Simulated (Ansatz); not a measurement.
Relaxation of a periodic cell of 17 atoms, HC16 (host C, host structure diamond, interstitial H), cell charge +1, to a largest force component of 0.03 eV/Å in at most 60 steps.

Theory: DFT LDA, scalar-relativistic, plane waves, PAW (Ansatz). Settings: PAW set soft_1, cutoff 420 eV, k mesh 3x3x3, fermi-dirac smearing 0.02 eV, no spin polarisation.

```xyz
17
Lattice="0.0000 3.5700 3.5700 3.5700 0.0000 3.5700 3.5700 3.5700 0.0000" Properties=species:S:1:pos:R:3:forces:R:3
C 0.000 0.000 0.000 0.32 0.32 0.34
C 0.892 0.892 0.892 0.01 0.02 0.01
C 1.785 1.785 0.000 -0.30 -0.31 0.27
C 2.678 2.678 0.892 -0.01 0.02 -1.22
C 1.785 0.000 1.785 -0.33 0.28 -0.32
C 2.678 0.892 2.678 0.03 -1.28 -0.02
C 3.570 1.785 1.785 0.61 -0.38 -0.47
C 4.463 2.678 2.678 1.15 0.06 0.06
C 0.000 1.785 1.785 0.28 -0.33 -0.31
C 0.892 2.678 2.678 -1.26 0.04 -0.03
C 1.785 3.570 1.785 -0.39 0.61 -0.44
C 2.678 4.463 2.678 0.04 1.13 0.05
C 1.785 1.785 3.570 -0.46 -0.42 0.60
C 2.678 2.678 4.463 0.08 0.08 1.18
C 3.570 3.570 3.570 0.45 0.48 0.40
C 4.463 4.463 4.463 -0.09 -0.12 -0.04
H 2.648 2.636 2.664 -0.13 -0.19 -0.06
```

Problem. Where does it end, and by what steps?

Solution. The run converged. The force dipped under the threshold on the way, but the program's further checks kept it going. Limits of this set-up: PAW files made for another functional, charged cell in a uniform background, uncorrected. After 10 steps the energy has fallen by 0.828 eV; H17 moved furthest, 0.80 Å. Joined: C6–H17, C13–H17.

```csv
step,energy less start (eV),largest force component (eV/Å),accepted
0,0.0000,1.281,yes
1,-0.0999,0.405,yes
2,-0.1266,0.374,yes
3,-0.2070,0.733,yes
4,-0.3346,0.931,yes
5,-0.4845,0.941,yes
6,-0.7347,0.591,yes
7,-0.8047,0.671,yes
8,-0.8254,0.214,yes
9,-0.8281,0.025,yes
10,-0.8281,0.025,yes
```

```xyz
17
Lattice="0.0000 3.5700 3.5700 3.5700 0.0000 3.5700 3.5700 3.5700 0.0000" Properties=species:S:1:pos:R:3
C 0.024 0.061 0.031
C 0.922 0.951 0.908
C 1.812 1.828 0.005
C 2.702 2.722 0.889
C 1.806 0.032 1.787
C 2.758 0.856 2.630
C 3.636 1.823 1.755
C 4.493 2.710 2.682
C 0.018 1.830 1.801
C 0.876 2.756 2.689
C 1.810 3.623 1.789
C 2.699 4.507 2.684
C 1.754 1.881 3.656
C 2.705 2.725 4.480
C 3.589 3.603 3.561
C 4.488 4.481 4.451
H 2.256 1.946 2.566
```

Whether the end is a true minimum wasn't checked by a vibrational analysis.

Run time: 36 s on 1 thread of Arm Neoverse V2, with other jobs on the host, peak memory 0.3 GiB.
